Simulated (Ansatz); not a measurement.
# C2H5FN2Se: the cost of one run

Program: Ansatz 0.2.0. Level of theory: RKS B3LYP-D4/def2-SVP. These are calculated values, not measurements.

## 1. The starting structure

Bond lengths: N1–C2 1.518 Å, C2–F3 1.411 Å, C2–N4 1.415 Å, N4–C5 1.457 Å, C2–Se6 1.953 Å, C5–Se6 1.961 Å, N1–H7 1.022 Å, N1–H8 1.100 Å, N4–H9 1.009 Å, C5–H10 1.142 Å, C5–H11 1.128 Å. Angles (14 of 19 angles, heavy atoms first): N1–C2–F3 113.4°, N1–C2–N4 108.4°, N1–C2–Se6 111.4°, F3–C2–N4 112.2°, F3–C2–Se6 110.9°, N4–C2–Se6 99.6°, C2–N4–C5 96.2°, N4–C5–Se6 97.7°, C2–Se6–C5 66.2°, C2–N1–H7 106.6°, C2–N1–H8 104.4°, C2–N4–H9 116.3°, C5–N4–H9 106.8°, N4–C5–H10 112.5°.

Coordinates:

```xyz
11

N     1.4948   -0.0002   -0.8467
C     0.0432    0.3465   -0.5677
F    -0.6470    0.8250   -1.7012
N    -0.5853   -0.7850    0.0032
C    -0.9732   -0.1378    1.2495
Se   -0.1160    1.5955    0.9251
H     1.4946   -0.6289   -1.6524
H     1.9372    0.9406   -1.2057
H     0.0192   -1.5545    0.2500
H    -0.5186   -0.6464    2.1652
H    -2.0835   -0.0118    1.4010
```

## 2. End point A

input.yaml

```yaml
crystal:
  periodic: [false, false, false]
  atoms:
    - { symbol: "N", position_ang: [1.4948, -0.0002, -0.8467] }
    - { symbol: C, position_ang: [0.0432, 0.3465, -0.5677] }
    - { symbol: F, position_ang: [-0.647, 0.825, -1.7012] }
    - { symbol: "N", position_ang: [-0.5853, -0.785, 0.0032] }
    - { symbol: C, position_ang: [-0.9732, -0.1378, 1.2495] }
    - { symbol: Se, position_ang: [-0.116, 1.5955, 0.9251] }
    - { symbol: H, position_ang: [1.4946, -0.6289, -1.6524] }
    - { symbol: H, position_ang: [1.9372, 0.9406, -1.2057] }
    - { symbol: H, position_ang: [0.0192, -1.5545, 0.25] }
    - { symbol: H, position_ang: [-0.5186, -0.6464, 2.1652] }
    - { symbol: H, position_ang: [-2.0835, -0.0118, 1.401] }
basis:
  gaussian: { orbitals: def2-SVP }
hamiltonian:
  xc: b3lyp
  dispersion: d4
relax:
  f_tol: 0.015
  max_steps: 40
```

Command:

```console
ansatz run input.yaml --threads 2 --pin off --max-ram 3072MiB --backend cpu --events-out ev --progress --plain --runs-dir out
```

Q: Estimate wall time and peak memory on 2 threads of Arm Neoverse V1, shared host.

About 59 s, with a peak of 0.35 GiB.
